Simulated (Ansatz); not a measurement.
# CHClGa (quartet): from Hartree-Fock to the top rungs, cc-pVDZ

How much of the correlation energy of CHClGa (quartet) does each wave-function method recover here?

Program: Ansatz 0.2.0, Gaussian basis. Level of theory: cc-pVDZ, core rule «outside noble gas», up to 20 orbitals frozen. These are calculated values, not measurements.

To be run: UHF; CCSD(T) on ROHF; CCSD(T) on UHF; BCCD(T) on ROHF; CISD; CCSDT(Q) on ROHF; CCSDT(Q) on UHF.

31 further runs of the same task are left out: 3 for a known fault of the program, 15 that didn't finish, 13 set aside as unsound or not needed.

## 1. The system

The geometry is a PBE0/def2-TZVP stationary point (not a proven minimum). No spin-orbit coupling is included. The filled d shell of Ga may be among the frozen orbitals whatever the setting's name suggests; the logs give the count.

4 atoms, charge 0, spin multiplicity 4.

Atoms are counted from 1 here; the program's logs count them from 0.

Bond lengths: C1–Ga2 1.935 Å, Ga2–Cl3 2.137 Å, Ga2–H4 1.551 Å. Angles: C1–Ga2–Cl3 115.5°, C1–Ga2–H4 123.6°, Cl3–Ga2–H4 120.9°.

As a file:

```xyz
4

C     0.0000   -1.1912    1.7290
Ga    0.0000    0.2963    0.4917
Cl    0.0000   -0.2299   -1.5794
H     0.0000    1.7818    0.9363
```

## 2. UHF

File in.yaml:

```yaml
crystal:
  periodic: [false, false, false]
  atoms:
    - {symbol: C, position_ang: [0.000000, -1.191151, 1.729045]}
    - {symbol: Ga, position_ang: [0.000000, 0.296335, 0.491689]}
    - {symbol: Cl, position_ang: [0.000000, -0.229904, -1.579353]}
    - {symbol: H, position_ang: [0.000000, 1.781823, 0.936251]}
basis:
  gaussian: {orbitals: cc-pVDZ}
magnetization: {spin_polarized: true, initial_magnetization: 3}
hamiltonian: {xc: hf}
output: {orbitals: {seedname: orbitals}}
```

Command:

```sh
> ansatz run in.yaml --threads 1 --pin off --events-out ev --progress --plain --max-ram 2393MiB
```

Further steps of the session: CCSD(T) on ROHF; CCSD(T) on UHF; BCCD(T) on ROHF; CISD; CCSDT(Q) on ROHF; CCSDT(Q) on UHF.

Q: Predict the results of all the runs planned. Wanted: UCCSDT(Q) below the RHF energy; RMP2 from UCCSDT(Q); UMP2 from UCCSDT(Q); RCCSD from UCCSDT(Q); RCCSD(T) from UCCSDT(Q); UCCSD(T) from UCCSDT(Q); RCCSDT(Q) from UCCSDT(Q); T1 diagnostic.

**Answer**, as computed:

| quantity | value |
| --- | --- |
| UCCSDT(Q) below the RHF energy | -7.9919 eV |
| RMP2 from UCCSDT(Q) | +28.58 kcal/mol |
| UMP2 from UCCSDT(Q) | +28.42 kcal/mol |
| RCCSD from UCCSDT(Q) | +5.11 kcal/mol |
| RCCSD(T) from UCCSDT(Q) | +1.10 kcal/mol |
| UCCSD(T) from UCCSDT(Q) | +1.05 kcal/mol |
| RCCSDT(Q) from UCCSDT(Q) | +0.07 kcal/mol |
| levels within 1 kcal/mol (43 meV) | RCCSDT, UCCSDT, RCCSDT(Q) |
| T1 diagnostic | 0.021 |

**Reading.** RCCSD(T) misses by +1.10 kcal/mol, 0.6 % of the correlation energy. These misses are within one basis, not against nature; the frozen cores of restricted and unrestricted runs differ, which can shift their rows.
